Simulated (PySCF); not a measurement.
# ZnS⁻: basis, grid and Hamiltonian

Aim: see how much the energy and properties of ZnS⁻ depend on the numerical set-up.

The runs use PySCF 2.14.0; each script names its method and basis.

1 further run of the same task is left out (it didn't finish).

## (1) Starting geometry

ZnS⁻: 2 atoms, charge -1, spin multiplicity 2.

Bond lengths: Zn1–S2 1.904 Å.

## (2) The run that the others are compared with

input.py reads:

```python
from pyscf import gto, scf, mp

mol = gto.M(
    atom='Zn 0 0 0; S 0 0 1.904',
    basis='pcseg-1',
    charge=-1,
    spin=1,
    verbose=4,
)
mf = scf.UHF(mol)
mf.kernel()
mp.MP2(mf, frozen=10).kernel()
mf.dip_moment()
print('orbital energies (hartree):', [e[max(0, n-3):n+3].round(4) for e, n in zip(mf.mo_energy, mol.nelec)])
```

Started as:

```
$ python input.py
```

Its log is not repeated here.

Base result: E(SCF) = -2175.061596 Eh, 13 cycles, E(MP2) − E(SCF) = -0.42981 Eh, ⟨S²⟩ = 0.757.

The bond length is a typed value, not an optimised one. The dipole of an ion depends on the origin.

## (3) Sbkjc (core potential on)

Variant 1 changes basis set: pcseg-1 → sbkjc; core potential: off → on; frozen orbitals: 10 → none. The core potential changes with it: totals don't compare.

input.py reads:

```python
from pyscf import gto, scf, mp

mol = gto.M(
    atom='Zn 0 0 0; S 0 0 1.904',
    basis='sbkjc',
    ecp={'Zn': 'sbkjc', 'S': 'sbkjc'},
    charge=-1,
    spin=1,
    verbose=4,
)
mf = scf.UHF(mol)
mf.kernel()
mp.MP2(mf).kernel()
mf.dip_moment()
print('orbital energies (hartree):', [e[max(0, n-3):n+3].round(4) for e, n in zip(mf.mo_energy, mol.nelec)])
```

Started as:

```
$ python input.py
```

## (4) 6-31g*

Variant 2 changes basis set: pcseg-1 → 6-31g*.

input.py: that of step 2 with these lines changed.

```diff
@@ -4,3 +4,3 @@
     atom='Zn 0 0 0; S 0 0 1.904',
-    basis='pcseg-1',
+    basis='6-31g*',
     charge=-1,
```

## (5) Spin-free X2C on

Variant 3 changes spin-free X2C: off → on.

input.py: that of step 2 with these lines changed.

```diff
@@ -10,2 +10,3 @@
 mf = scf.UHF(mol)
+mf = mf.sfx2c1e()
 mf.kernel()
```

## (6) Crenbl (core potential on)

Variant 4 changes basis set: pcseg-1 → crenbl; core potential: off → on; frozen orbitals: 10 → none. The core potential changes with it: totals don't compare.

input.py: that of step 2 with these lines changed.

```diff
@@ -4,3 +4,4 @@
     atom='Zn 0 0 0; S 0 0 1.904',
-    basis='pcseg-1',
+    basis='crenbl',
+    ecp={'Zn': 'crenbl', 'S': 'crenbl'},
     charge=-1,
@@ -11,3 +12,3 @@
 mf.kernel()
-mp.MP2(mf, frozen=10).kernel()
+mp.MP2(mf).kernel()
 mf.dip_moment()
```

What does the calculation give? Wanted: for each run, E(SCF); from base; gap, α spin; after the SCF.

As calculated:

```
                       run  E(SCF) (hartree)  from base (eV)  cycles  gap, α spin (eV)  functions                            after the SCF
                      base      -2175.061596               0      13             13.04         49  MP2 correlation -11.696 eV, core frozen
 sbkjc (core potential on)       -234.882061  not comparable      17              8.84         39               MP2 correlation -12.941 eV
                    6-31g*      -2175.003916         +1.5695      14              8.56         52  MP2 correlation -11.205 eV, core frozen
          spin-free X2C on      -2189.282178       -386.9618      13             12.92         49  MP2 correlation -11.661 eV, core frozen
crenbl (core potential on)       -235.002102  not comparable      11             12.65         71               MP2 correlation -16.625 eV
```

What this shows: Of the runs whose energies can be compared, “spin-free X2C on” moves the SCF energy most (-386.962 eV). 6-31g* (52 functions) gives an energy 1.57 eV higher than pcseg-1 (49); size alone doesn't order basis sets of different families. Scalar relativity lowers the total energy by 386.96 eV, nearly all of it in the inner shells; a basis contracted without relativity catches only part of it.
